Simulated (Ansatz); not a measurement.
# CH₃Se radical (SMILES C[Se]): functionals against CCSD(T) at one geometry

An exercise on one series of results from a longer session: the logs are not shown, and one member is left open.

Program: Ansatz 0.2.0, Gaussian basis. Level of theory: single points in def2-TZVPP. These are calculated values, not measurements.

Correlated methods freeze the cores. Filled d shells of the heavier atoms are correlated. Orbitals are unrestricted. B3LYP uses VWN-RPA correlation.

## Where the work starts

SMILES `C[Se]`, 5 atoms, charge 0, spin multiplicity 2.

Atoms are counted from 1 here; the program's logs count them from 0.

Bond lengths: C1–Se2 1.917 Å, C1–H3 1.075 Å, C1–H4 1.173 Å, C1–H5 1.077 Å. Angles: Se2–C1–H3 118.7°, Se2–C1–H4 100.7°, Se2–C1–H5 111.7°, H3–C1–H4 101.0°, H3–C1–H5 115.4°, H4–C1–H5 106.7°.

Coordinates:

```
C    -0.11910   -0.13270    0.00990
Se    1.15730    1.08420   -0.74160
H     0.13620   -1.17490    0.07250
H    -0.07500    0.17620    1.14070
H    -1.11910    0.07850   -0.32930
```

Set-up of the first run:

The input, run/in.yaml:

```yaml
crystal:
  periodic: [false, false, false]
  atoms:
    - {symbol: C, position_ang: [-0.119100, -0.132700, 0.009900]}
    - {symbol: Se, position_ang: [1.157300, 1.084200, -0.741600]}
    - {symbol: H, position_ang: [0.136200, -1.174900, 0.072500]}
    - {symbol: H, position_ang: [-0.075000, 0.176200, 1.140700]}
    - {symbol: H, position_ang: [-1.119100, 0.078500, -0.329300]}
basis:
  gaussian: {orbitals: def2-TZVPP}
magnetization: {spin_polarized: true, initial_magnetization: 1}
correlation: {method: ccsd_t}
scf: {omitted_lower_state_checks: [cluster_reference]}
output: {forces: true}
```

No record of the launch command was kept for these runs.

Among the steps run: CCSD(T)/def2-TZVPP; PBE0-D4/def2-TZVPP; wB97M-V/def2-TZVPP; r2SCAN-D4/def2-TZVPP; PBE-D4/def2-TZVPP; B3LYP-D4/def2-TZVPP; HSE06-D4/def2-TZVPP.

One table of the session follows, with a row left open; its other results are not shown here.

| method | RMS force component (eV/Å) | angle to CCSD(T) forces (°) | dipole (D) |
| --- | --- | --- | --- |
| CCSD(T) | 0.954 | reference | 1.49 |
| PBE0-D4 | 0.940 | 5.6 | 1.59 |
| wB97M-V | 0.947 | 4.2 | 1.51 |
| r2SCAN-D4 | 0.922 | 3.3 | 1.65 |
| PBE-D4 | 0.876 | 9.0 | 1.60 |
| B3LYP-D4 | ? | ? | ? |
| HSE06-D4 | 0.939 | 5.5 | 1.59 |

**Question.** Estimate the row for B3LYP-D4.

**Answer.** RMS force component (eV/Å): 0.938; angle to CCSD(T) forces (°): 2.1; dipole (D): 1.55. In the column «RMS force component (eV/Å)» it lies between r2SCAN-D4 (0.922) and HSE06-D4 (0.939).
